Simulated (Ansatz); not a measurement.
# Li: LAPW beside PAW

Does the method matter for Li? The same cell, functional and mesh are run with full-potential LAPW, PAW with frozen cores and all-electron PAW on datasets made for the crystal.

Program: Ansatz 0.2.0. Level of theory: DFT LDA, scalar-relativistic. These are calculated values, not measurements.

### Step 1. The system as given

Symmetry: R-3m, No. 166, trigonal system. The conventional cell has a = 3.101 Å, b = 3.101 Å, c = 22.765 Å, α = 90.00°, β = 90.00°, γ = 120.00°. Li (site symmetry -3m) is surrounded by 12 Li at 3.10 Å. Li (site symmetry 3m) has 12 Li at 3.09 to 3.10 Å in its first shell of neighbours.

Coordinates:

```cif
data_structure
_symmetry_space_group_name_H-M 'P 1'
_symmetry_Int_Tables_number 1
_cell_length_a 7.7966
_cell_length_b 7.7966
_cell_length_c 7.7966
_cell_angle_alpha 22.941
_cell_angle_beta 22.941
_cell_angle_gamma 22.941
_cell_volume 63.19
loop_
_atom_site_label
_atom_site_type_symbol
_atom_site_fract_x
_atom_site_fract_y
_atom_site_fract_z
_atom_site_occupancy
Li1 Li 0.00000 0.00000 0.00000 1
Li2 Li 0.22200 0.22200 0.22200 1
Li3 Li 0.77800 0.77800 0.77800 1
```

The structure is an experimental refinement, used without relaxation.

Atoms are numbered in the order of the input: Li1, Li2, Li3.

### Step 2. Full-potential LAPW

Contents of input.yaml:

```yaml
crystal:
  lattice:
    - [1.5504989657, 0.8951809952, 7.5883]
    - [-1.5504989657, 0.8951809952, 7.5883]
    - [0.0, -1.7903619905, 7.5883]
  atoms:
    - { symbol: Li, position: [0.0, 0.0, 0.0] }
    - { symbol: Li, position: [0.222, 0.222, 0.222] }
    - { symbol: Li, position: [0.778, 0.778, 0.778] }
kpoints:
  mp_grid: { grid: [12, 12, 12] }
  band_path:
    path:
      - [0.0, 0.0, 0.0]
      - [0.5, 0.5, 0.5]
      - [0.824055609, 0.175944391, 0.5]
      - [0.5, -0.175944391, 0.175944391]
      - [0.5, 0.0, 0.0]
      - [0.0, 0.0, 0.0]
      - [0.3379721955, -0.3379721955, 0.0]
      - [0.6620278045, 0.0, 0.3379721955]
      - [0.5, 0.0, 0.5]
    npoints: 14
scf:
  occupations: { method: fermi_dirac, width: 0.08 }
hamiltonian:
  xc: lda
  pseudopotentials: { kind: all_electron, lapw: { basis_error: 0.001 } }
output:
  forces: true
  stress: true
  eigenvalues: true
  populations: true
  dos: { projected: true, de: 0.2, e_range: [-14, 8] }
```

Started as:

```sh
$ ansatz run input.yaml --threads 1 --pin off --max-ram 4096MiB --backend cpu --events-out ev --progress --plain --runs-dir out
```

### Step 3. PAW with frozen cores

input.yaml, as its differences from that of step 2:

```diff
@@ -27,3 +27,3 @@
   xc: lda
-  pseudopotentials: { kind: all_electron, lapw: { basis_error: 0.001 } }
+  pseudopotentials: { kind: paw }
 output:
@@ -32,3 +32,9 @@
   eigenvalues: true
+  efg: { contact_densities: true }
   populations: true
+  bader: true
   dos: { projected: true, de: 0.2, e_range: [-14, 8] }
+  write_density: true
+  write_potential: true
+  elf: true
+  volumetric_format: npy
```

### Step 4. All-electron PAW on datasets made for the crystal

input.yaml, as its differences from that of step 3:

```diff
@@ -22,3 +22,3 @@
       - [0.5, 0.0, 0.5]
-    npoints: 14
+    npoints: 8
 scf:
@@ -27,3 +27,3 @@
   xc: lda
-  pseudopotentials: { kind: paw }
+  pseudopotentials: { kind: all_electron, datasets: crystal }
 output:
@@ -33,8 +33 @@
   efg: { contact_densities: true }
-  populations: true
-  bader: true
-  dos: { projected: true, de: 0.2, e_range: [-14, 8] }
-  write_density: true
-  write_potential: true
-  elf: true
-  volumetric_format: npy
```

(Steps that only read results are left out.)

Before running it: what results should come out? Wanted: pressure; gap; largest force; highest ELF.

The runs gave:

| quantity | value |
| --- | --- |
| pressure | LAPW -1.31, PAW -1.32, crystal datasets -1.31 GPa |
| gap (LAPW) | none |
| largest force | LAPW 0.008, PAW 0.008, crystal datasets 0.008 eV/Å |
| highest ELF (PAW) | 0.69, 2.19 Å from Li |

**Reading.** The pressure of -1.3 GPa pushes the cell to shrink, with the atoms held in place. The count of 9 electrons in bands leaves a band partly filled, so there is no gap. Li 2s carries the largest share, 100 %, of the projected states within 0.3 eV of the Fermi level. The projection holds only the free atom's occupied shells (Li 2s in this range). The rest lies in shells not listed and outside the spheres or projectors. PAW lies less than 0.01 GPa from LAPW in pressure.
